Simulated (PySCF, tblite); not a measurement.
**C6H13NSi: geometry, infrared bands, NMR shifts, electronic excitations and core binding energies, part 1 of 2**

What infrared bands, NMR shifts, electronic excitations and core binding energies should C6H13NSi (`C=C(C)[C@H]1CN[SiH2]C1`) show?

Programs: tblite 0.8.0 and PySCF 2.14.0, with density-fitted response routines of our own. Each step states its level of theory. These are calculated values for one molecule in the gas phase, unless marked as measured. Atoms are numbered from 0 throughout.

### 1 The starting structure

21 atoms, charge 0, multiplicity 1; geometry from: force field or distance geometry start.

Bonds of the start (Å): C0–C1 1.31, C1–C2 1.48, C1–C3 1.49, C3–C4 1.45, C4–N5 1.42, N5–Si6 1.81, Si6–C7 1.86, C7–C3 1.49, C0–H8 1.10, C0–H9 1.08, C2–H10 1.11, C2–H11 1.11, C2–H12 1.11, C3–H13 1.12, C4–H14 1.10, C4–H15 1.13, N5–H16 1.05, Si6–H17 1.45, Si6–H18 1.46, C7–H19 1.09, C7–H20 1.11.

### 2 Geometry optimisation with GFN2-xTB

Job settings and geometry (Å):

```
{"job": {"kind": "relax", "xc": "GFN2-xTB", "basis": "xTB"}, "charge": 0, "multiplicity": 1}
C     -1.645200     0.185900     1.490000
C     -1.327200     0.066400     0.227300
C     -2.361600    -0.449300    -0.702500
C     -0.000700     0.382600    -0.370400
C      0.868400     1.102200     0.538800
N      1.865900     0.286600     1.136300
Si     2.382700    -0.664600    -0.312500
C      0.659900    -0.801600    -0.994000
H     -2.677200    -0.089200     1.771100
H     -1.036200     0.532000     2.306000
H     -1.925900    -0.596400    -1.708300
H     -3.177500     0.298500    -0.727300
H     -2.773000    -1.400800    -0.310200
H     -0.245200     1.053900    -1.235100
H      0.312400     1.648400     1.317700
H      1.430600     1.888400    -0.044000
H      2.680000     0.841600     1.492400
H      3.001200    -1.931600     0.029700
H      3.185700     0.179500    -1.184800
H      0.609300    -0.783100    -2.086300
H      0.164800    -1.732500    -0.634400
```

On the command line:

```
$ OMP_NUM_THREADS=1 python probes_run.py task.json out
```

One launch serves the whole session: the jobs run in the order shown.

The program printed:

```text
step      E/eV     max force
  0    -655.41754    3.840
  1    -655.78991    1.321
  2    -655.85272    0.925
  3    -655.90574    0.794
  4    -655.96556    0.640
  5    -656.02912    0.483
  6    -656.05917    0.407
  7    -656.08201    0.361
  8    -656.09838    0.335
  9    -656.11393    0.316
 10    -656.12774    0.278
 11    -656.13881    0.226
 12    -656.14826    0.231
 13    -656.15625    0.184
 14    -656.16235    0.170
 15    -656.16620    0.135
 16    -656.16919    0.142
 17    -656.17215    0.147
 18    -656.17502    0.144
 19    -656.17729    0.134
 20    -656.17965    0.143
 21    -656.18206    0.145
 22    -656.18445    0.160
 23    -656.18657    0.129
 24    -656.18852    0.093
 25    -656.19065    0.115
 26    -656.19324    0.144
 27    -656.19626    0.157
 28    -656.19939    0.136
 29    -656.20228    0.154
 30    -656.20489    0.148
 31    -656.20745    0.131
 32    -656.21024    0.128
 33    -656.21323    0.151
 34    -656.21619    0.135
 35    -656.21889    0.126
 36    -656.22148    0.144
 37    -656.22443    0.129
 38    -656.22780    0.150
 39    -656.23100    0.145
 40    -656.23374    0.117
 41    -656.23630    0.143
 42    -656.23889    0.129
 43    -656.24123    0.103
 44    -656.24310    0.105
 45    -656.24482    0.098
 46    -656.24701    0.110
 47    -656.24959    0.233
 48    -656.25288    0.182
 49    -656.25640    0.123
 50    -656.25924    0.143
 51    -656.26097    0.112
 52    -656.26385    0.119
 53    -656.26992    0.143
 54    -656.27313    0.154
 55    -656.27959    0.192
 56    -656.28497    0.169
 57    -656.28813    0.151
 58    -656.29336    0.120
 59    -656.29725    0.127
 60    -656.30306    0.152
 61    -656.30861    0.146
 62    -656.31323    0.164
 63    -656.31789    0.165
 64    -656.32259    0.167
 65    -656.32799    0.179
 66    -656.33294    0.179
 67    -656.33774    0.145
 68    -656.34126    0.134
 69    -656.34488    0.138
 70    -656.34801    0.131
 71    -656.35206    0.147
 72    -656.35505    0.114
 73    -656.35720    0.145
 74    -656.35965    0.120
 75    -656.36229    0.108
 76    -656.36656    0.123
 77    -656.36862    0.110
 78    -656.37073    0.096
 79    -656.37218    0.099
 80    -656.37349    0.091
 81    -656.37465    0.085
 82    -656.37572    0.070
 83    -656.37687    0.078
 84    -656.37820    0.078
 85    -656.37966    0.088
 86    -656.38132    0.084
 87    -656.38279    0.108
 88    -656.38389    0.083
 89    -656.38467    0.056
 90    -656.38531    0.056
 91    -656.38586    0.048
 92    -656.38632    0.044
 93    -656.38674    0.051
 94    -656.38720    0.049
 95    -656.38773    0.048
 96    -656.38822    0.042
 97    -656.38863    0.048
 98    -656.38901    0.047
 99    -656.38943    0.043
100    -656.38989    0.046
101    -656.39029    0.038
102    -656.39060    0.034
103    -656.39087    0.038
104    -656.39114    0.037
105    -656.39137    0.025
106    -656.39153    0.020
107    -656.39163    0.019
108    -656.39173    0.029
109    -656.39186    0.032
110    -656.39202    0.027
111    -656.39217    0.025
112    -656.39231    0.024
113    -656.39243    0.028
114    -656.39256    0.028
115    -656.39275    0.027
116    -656.39301    0.040
117    -656.39334    0.042
118    -656.39368    0.043
119    -656.39394    0.037
120    -656.39415    0.036
121    -656.39435    0.041
122    -656.39457    0.039
123    -656.39480    0.044
124    -656.39502    0.032
125    -656.39525    0.035
126    -656.39549    0.037
127    -656.39585    0.046
128    -656.39624    0.054
129    -656.39663    0.052
130    -656.39692    0.046
131    -656.39714    0.033
132    -656.39730    0.030
133    -656.39746    0.024
134    -656.39761    0.031
135    -656.39770    0.028
136    -656.39782    0.022
137    -656.39793    0.022
138    -656.39803    0.020
139    -656.39814    0.022
140    -656.39824    0.022
141    -656.39834    0.020
142    -656.39842    0.020
143    -656.39850    0.023
144    -656.39857    0.021
145    -656.39864    0.023
146    -656.39871    0.018
147    -656.39880    0.022
148    -656.39890    0.030
149    -656.39904    0.040
150    -656.39921    0.045
151    -656.39939    0.033
152    -656.39960    0.037
153    -656.39986    0.042
154    -656.40018    0.060
155    -656.40053    0.066
156    -656.40089    0.041
157    -656.40120    0.036
158    -656.40152    0.049
159    -656.40182    0.055
160    -656.40210    0.036
161    -656.40232    0.031
162    -656.40249    0.030
163    -656.40261    0.042
164    -656.40270    0.029
165    -656.40275    0.015
166    -656.40278    0.012
167    -656.40281    0.018
168    -656.40284    0.014
169    -656.40285    0.010
```

Wall time 4.4 s (1 thread of AMD EPYC, shared host); peak memory 0.18 GiB.

Relaxation path: (not every step is listed)

| step | energy from step 0 (eV) | largest force (eV/Å) |
| --- | --- | --- |
| 0 | 0.0000 | 3.8402 |
| 1 | -0.3724 | 1.3212 |
| 2 | -0.4352 | 0.9245 |
| 3 | -0.4882 | 0.7941 |
| 4 | -0.5480 | 0.6401 |
| 5 | -0.6116 | 0.4829 |
| 6 | -0.6416 | 0.4067 |
| 7 | -0.6645 | 0.3607 |
| 8 | -0.6808 | 0.3347 |
| 23 | -0.7690 | 0.1285 |
| 38 | -0.8103 | 0.1496 |
| 53 | -0.8524 | 0.1428 |
| 68 | -0.9237 | 0.1337 |
| 83 | -0.9593 | 0.0785 |
| 98 | -0.9715 | 0.0470 |
| 113 | -0.9749 | 0.0285 |
| 128 | -0.9787 | 0.0540 |
| 143 | -0.9810 | 0.0231 |
| 158 | -0.9840 | 0.0488 |
| 164 | -0.9852 | 0.0292 |
| 165 | -0.9852 | 0.0147 |
| 166 | -0.9852 | 0.0121 |
| 167 | -0.9853 | 0.0180 |
| 168 | -0.9853 | 0.0145 |
| 169 | -0.9853 | 0.0100 |

Close pairs (by a distance rule), those that changed most:

| bond | before (Å) | after (Å) | change (Å) |
| --- | --- | --- | --- |
| N5–Si6 | 1.809 | 1.713 | -0.096 |
| C3–C4 | 1.449 | 1.534 | +0.085 |
| C3–C7 | 1.493 | 1.539 | +0.046 |
| N5–H16 | 1.048 | 1.005 | -0.042 |
| Si6–C7 | 1.858 | 1.898 | +0.041 |
| C4–H15 | 1.129 | 1.100 | -0.028 |
| C4–N5 | 1.420 | 1.448 | +0.028 |
| C0–H8 | 1.104 | 1.078 | -0.027 |

The end geometry stands in the next job.

### 3 Infrared spectrum with GFN2-xTB

Job settings and geometry (Å):

```
{"job": {"kind": "ir", "xc": "GFN2-xTB", "basis": "xTB"}, "charge": 0, "multiplicity": 1}
C     -1.125733    -0.405765     1.503106
C     -1.234217    -0.080884     0.225562
C     -2.492082    -0.338748    -0.551809
C     -0.119546     0.543703    -0.579926
C      0.794476     1.458445     0.244998
N      1.805236     0.634180     0.874347
Si     2.144503    -0.842490     0.076052
C      0.760628    -0.559800    -1.192154
H     -1.940369    -0.870602     2.034316
H     -0.228301    -0.226651     2.066317
H     -2.270862    -0.895861    -1.461637
H     -2.951614     0.605156    -0.847109
H     -3.210088    -0.902686     0.037920
H     -0.579668     1.139072    -1.377009
H      0.216144     1.993854     1.006105
H      1.254504     2.207992    -0.416413
H      2.421019     1.128031     1.496984
H      1.939156    -1.978715     0.977320
H      3.461882    -0.930323    -0.569246
H      1.177040    -0.214796    -2.139087
H      0.168970    -1.446169    -1.409107
```

The program printed:

```text
mode    cm-1     km/mol
  1      53.8      0.18
  2      92.6      1.47
  3     143.8      2.38
  4     148.3      0.75
  5     224.6      3.73
  6     281.5      4.28
  7     332.4      6.55
  8     341.5     58.38
  9     425.7      6.81
 10     463.6      2.61
 11     482.9     46.06
 12     533.0     58.57
 13     548.7      4.23
 14     654.6    128.43
 15     681.5      3.80
 16     721.8      5.62
 17     743.7     46.12
 18     798.6     64.50
 19     814.3    219.62
 20     833.9     10.87
 21     867.6    159.41
 22     899.4     32.35
 23     953.9      1.90
 24     959.3      0.39
 25    1005.3      2.74
 26    1027.6      3.76
 27    1042.4      2.47
 28    1074.2      7.28
 29    1132.9     38.02
 30    1147.1      1.97
 31    1179.2     37.46
 32    1213.7     25.93
 33    1228.1     10.97
 34    1252.3     50.27
 35    1289.7     15.94
 36    1353.8      0.65
 37    1365.2     19.83
 38    1399.2      2.00
 39    1420.4      6.87
 40    1484.2      2.76
 41    1485.3      2.54
 42    1491.2      3.58
 43    1500.4      1.49
 44    1731.6     19.06
 45    2192.2    476.98
 46    2245.7    247.75
 47    2844.0     79.87
 48    2912.9     48.43
 49    2924.3     75.88
 50    2978.1     67.27
 51    2991.8     35.41
 52    3011.3     21.87
 53    3016.5     41.88
 54    3043.1     33.76
 55    3097.4     44.23
 56    3147.5     26.23
 57    3488.9      2.95
```

It took 2.8 s on 1 thread of AMD EPYC, shared host; peak memory 0.18 GiB.

Which atoms move in the most intense modes:

| cm⁻¹ | km/mol | atoms |
| --- | --- | --- |
| 655 | 128.4 | H17 36 %, H18 32 % |
| 814 | 219.6 | H18 45 %, H17 40 % |
| 868 | 159.4 | N5 38 %, Si6 30 % |
| 2192 | 477.0 | H18 87 % |
| 2246 | 247.8 | H17 88 % |
| 2844 | 79.9 | H15 87 % |
| 2924 | 75.9 | H14 85 % |
| 2978 | 67.3 | H19 87 % |

### 4 Relaxing the molecule at PBE0-D3(BJ)/def2-SVP

Job settings and geometry (Å):

```
{"job": {"xc": "PBE0", "basis": "def2-SVP", "d3": "d3bj", "grid": 1, "shake": 0.01, "kind": "geom"}, "charge": 0, "multiplicity": 1}
C     -1.105320    -0.431320     1.507290
C     -1.239890    -0.085410     0.223410
C     -2.512280    -0.341070    -0.560460
C     -0.086320     0.545960    -0.583450
C      0.791660     1.451760     0.234450
N      1.801330     0.639000     0.871960
Si     2.154080    -0.844490     0.076290
C      0.776090    -0.554350    -1.197210
H     -1.942200    -0.865200     2.053670
H     -0.231000    -0.229090     2.076340
H     -2.279730    -0.898780    -1.452810
H     -2.945810     0.606070    -0.840410
H     -3.238370    -0.892470     0.028320
H     -0.596350     1.141840    -1.370000
H      0.211700     1.983090     1.006370
H      1.253980     2.222050    -0.408940
H      2.422960     1.139150     1.494930
H      1.929900    -1.972870     0.983150
H      3.459730    -0.938150    -0.566950
H      1.152100    -0.207890    -2.134170
H      0.152580    -1.445560    -1.418750
```

The program printed:

```text
step   0  E = -579.94493816  max force = 0.032673
step   1  E = -579.95254365  max force = 0.006198
step   2  E = -579.95292547  max force = 0.001635
step   3  E = -579.95298830  max force = 0.001996
step   4  E = -579.95308189  max force = 0.001306
step   5  E = -579.95311287  max force = 0.000776
step   6  E = -579.95315166  max force = 0.000890
step   7  E = -579.95318724  max force = 0.000840
step   8  E = -579.95319778  max force = 0.000341
optimisation converged
```

It took 5.5 min on 1 thread of AMD EPYC, shared host; peak memory 0.76 GiB.

The steps of the relaxation:

| step | energy from step 0 (eV) | largest force component (eV/Å) |
| --- | --- | --- |
| 0 | 0.0000 | 1.6801 |
| 1 | -0.2070 | 0.3187 |
| 2 | -0.2173 | 0.0841 |
| 3 | -0.2191 | 0.1026 |
| 4 | -0.2216 | 0.0672 |
| 5 | -0.2224 | 0.0399 |
| 6 | -0.2235 | 0.0458 |
| 7 | -0.2245 | 0.0432 |
| 8 | -0.2248 | 0.0175 |

Distances of close pairs at the start and the end, largest changes first:

| bond | before (Å) | after (Å) | change (Å) |
| --- | --- | --- | --- |
| Si6–H18 | 1.459 | 1.501 | +0.042 |
| C7–H19 | 1.067 | 1.103 | +0.036 |
| Si6–H17 | 1.465 | 1.498 | +0.033 |
| C3–C4 | 1.503 | 1.536 | +0.033 |
| C0–H9 | 1.063 | 1.092 | +0.030 |
| C1–C3 | 1.543 | 1.518 | -0.025 |
| C2–H10 | 1.078 | 1.103 | +0.025 |
| C2–H11 | 1.079 | 1.104 | +0.025 |

The next job starts from the end point, and lists it.

| at the end point | value |
| --- | --- |
| point group (found at 0.08 Å tolerance) | C1 |
| rotational constants (GHz, main isotopes) | 2.808, 1.276, 1.182 |
| dipole moment (D) | 0.98 |

### 5 Shielding tensors: PBE0/pcSseg-1

Job settings and geometry (Å):

```
{"job": {"kind": "nmr", "xc": "PBE0", "basis": "pcSseg-1"}, "charge": 0, "multiplicity": 1}
C     -1.343611    -0.334073     1.591136
C     -1.441254    -0.141834     0.270555
C     -2.653799    -0.571634    -0.502072
C     -0.351251     0.503458    -0.565330
C      0.633234     1.379033     0.224755
N      1.630323     0.504064     0.814524
Si     1.824537    -0.999597    -0.029784
C      0.483254    -0.579269    -1.294263
H     -2.152525    -0.815920     2.147380
H     -0.451278    -0.038113     2.147572
H     -2.384469    -1.247392    -1.330933
H     -3.151971     0.299499    -0.961165
H     -3.383480    -1.089247     0.135796
H     -0.854028     1.140698    -1.314122
H      0.087288     1.949272     0.996076
H      1.080890     2.122756    -0.466710
H      2.263386     0.918996     1.484045
H      1.570047    -2.210558     0.814216
H      3.171257    -1.197520    -0.662204
H      0.974288    -0.151791    -2.185130
H     -0.127377    -1.427710    -1.634809
```

With the program's defaults for keys left out, this is: GIAO PBE0/pcSseg-1 NMR shielding, non-relativistic, gas phase.

The program printed:

```text
coarse grid: 17264 points
cycle   1  E = -580.0711751537  dE =  7.950e-01  |g| = 5.109e-01  |ddm| = 4.087e+00
cycle   2  E = -580.0382443371  dE =  3.293e-02  |g| = 6.421e-01  |ddm| = 1.122e+00
cycle   3  E = -580.1363397614  dE = -9.810e-02  |g| = 7.301e-02  |ddm| = 7.034e-01
cycle   4  E = -580.1373105287  dE = -9.708e-04  |g| = 3.095e-02  |ddm| = 1.014e-01
cycle   5  E = -580.1375316496  dE = -2.211e-04  |g| = 5.273e-03  |ddm| = 3.299e-02
cycle   6  E = -580.1375370181  dE = -5.368e-06  |g| = 1.846e-03  |ddm| = 7.043e-03
final grid: 160008 points
cycle   7  E = -580.1842604516  dE = -4.512e-05  |g| = 9.276e-03  |ddm| = 4.450e-02
cycle   8  E = -580.1842471769  dE =  1.327e-05  |g| = 1.185e-02  |ddm| = 2.068e-02
cycle   9  E = -580.1842826967  dE = -3.552e-05  |g| = 1.054e-03  |ddm| = 1.220e-02
cycle  10  E = -580.1842829292  dE = -2.325e-07  |g| = 3.357e-04  |ddm| = 1.214e-03
cycle  11  E = -580.1842829533  dE = -2.410e-08  |g| = 1.137e-04  |ddm| = 3.495e-04
cycle  12  E = -580.1842829562  dE = -2.907e-09  |g| = 3.889e-05  |ddm| = 1.338e-04
cycle  13  E = -580.1842829566  dE = -3.595e-10  |g| = 8.847e-06  |ddm| = 4.653e-05
converged SCF energy = -580.1842829566

GIAO shielding tensors (ppm)
atom      isotropic    diamagn.    paramagn.     s11        s22        s33       span
  0 C       65.973     254.939    -188.966    -41.372     87.821    151.470    192.842
  1 C       26.691     261.257    -234.566    -99.420     24.603    154.891    254.310
  2 C      158.774     245.056     -86.282    136.981    153.652    185.689     48.708
  3 C      139.939     247.639    -107.701    126.130    139.302    154.383     28.253
  4 C      131.052     245.511    -114.459    112.765    130.319    150.072     37.307
  5 N      244.273     323.647     -79.374    195.140    230.707    306.973    111.832
  6 Si     375.918     879.405    -503.488    335.156    355.547    437.050    101.894
  7 C      170.102     253.371     -83.269    156.997    161.324    191.984     34.987
  8 H       26.078      30.628      -4.550     23.405     24.862     29.968      6.563
  9 H       25.586      32.850      -7.264     22.036     23.793     30.930      8.894
 10 H       29.181      29.369      -0.188     24.417     29.548     33.578      9.160
 11 H       29.533      28.137       1.396     25.718     27.599     35.281      9.564
 12 H       29.550      28.572       0.978     25.491     27.987     35.172      9.682
 13 H       28.996      33.636      -4.639     25.169     27.260     34.561      9.392
 14 H       27.990      31.681      -3.691     24.615     26.279     33.077      8.462
 15 H       28.055      30.566      -2.511     22.321     26.534     35.309     12.988
 16 H       31.459      31.678      -0.218     22.024     28.166     44.187     22.163
 17 H       26.493      28.983      -2.490     23.148     24.232     32.099      8.952
 18 H       26.424      28.218      -1.795     23.002     23.727     32.542      9.540
 19 H       30.197      31.511      -1.314     25.413     26.861     38.317     12.903
 20 H       30.395      32.084      -1.689     25.102     29.641     36.441     11.339
```

Wall time 89 s (1 thread of AMD EPYC, shared host); peak memory 0.98 GiB.

The references, computed at this level on geometries of the same kind, shield at (ppm): 1H TMS 31.27, 13C TMS 184.4, 29Si TMS 352.0, 15N NH3 265.7. Their shielding less the atom's gives the shift. The references are single molecules in the gas phase, so shifts against H2O, NH3, PH3, H3PO4 or CFCl3 are not on the usual liquid scales and can be off by tens of ppm. Atoms listed in one row are averaged.

| atoms | environment | σ (ppm) | δ (ppm) | δ scaled to CDCl3 |
| --- | --- | --- | --- | --- |
| C1 | fully substituted alkene carbon | 26.7 | 157.7 | 152.6 |
| C0 | terminal =CH2 carbon | 66.0 | 118.4 | 114.5 |
| C4 | sp3 CH2 bonded to N | 131.1 | 53.4 | 51.3 |
| C3 | allylic sp3 CH | 139.9 | 44.5 | 42.7 |
| C2 | allylic methyl carbon | 158.8 | 25.6 | 24.4 |
| C7 | sp3 CH2 bonded to Si | 170.1 | 14.3 | 13.4 |
| H9 | hydrogen on a terminal =CH2 carbon | 25.59 | 5.68 | 5.60 |
| H8 | hydrogen on a terminal =CH2 carbon | 26.08 | 5.19 | 5.13 |
| H18 | hydrogen on a silicon bonded to C, N, in a 5-membered ring | 26.42 | 4.84 | – |
| H17 | hydrogen on a silicon bonded to C, N, in a 5-membered ring | 26.49 | 4.77 | – |
| H14 | hydrogen on an sp3 CH2 bonded to N | 27.99 | 3.28 | 3.32 |
| H15 | hydrogen on an sp3 CH2 bonded to N | 28.05 | 3.21 | 3.26 |
| H13 | hydrogen on an allylic sp3 CH | 29.00 | 2.27 | 2.37 |
| H10, H11, H12 | hydrogen on an allylic methyl carbon | 29.42 | 1.85 | 1.97 |
| H19 | hydrogen on an sp3 CH2 bonded to Si | 30.20 | 1.07 | 1.23 |
| H20 | hydrogen on an sp3 CH2 bonded to Si | 30.39 | 0.87 | 1.04 |
| H16 | hydrogen on a nitrogen bonded to C, Si, in a 5-membered ring | 31.46 | -0.19 | – |
| N5 | nitrogen bonded to C, Si, H, in a 5-membered ring | 244.3 | 21.4 | – |
| Si6 | silicon bonded to C, N, 2 H, in a 5-membered ring | 375.9 | -23.9 | – |

The scaled column applies a straight-line fit of computed shieldings to shifts measured in CDCl3 (root-mean-square error 0.21 ppm for H, 2.0 ppm for C).

Charges from the same density, by scheme (e):

| atoms | Mulliken | IAO | Hirshfeld | ESP fit |
| --- | --- | --- | --- | --- |
| C0 | -0.08 | -0.34 | -0.12 | -0.54 |
| C1 | -0.37 | 0.02 | 0.01 | 0.26 |
| C2 | -0.16 | -0.41 | -0.12 | -0.52 |
| C3 | -0.27 | -0.11 | -0.02 | -0.06 |
| C4 | 0.07 | -0.14 | -0.02 | -0.01 |
| N5 | -0.68 | -0.68 | -0.24 | -0.62 |
| Si6 | 0.78 | 0.87 | 0.36 | 0.57 |
| C7 | -0.47 | -0.54 | -0.16 | -0.34 |

Mayer bond orders: C0–C1 1.99, C1–C2 1.06, C1–C3 0.95, C3–C4 1.03, C4–N5 0.95, N5–Si6 0.97, Si6–C7 0.91, C7–C3 0.98.

Ring of atoms C3, C4, N5, Si6, C7: NICS(0) -6.5, NICS(1) -3.0, NICS(1)zz -4.9 ppm (means of both faces).

(Continued in part 2 of 2.)
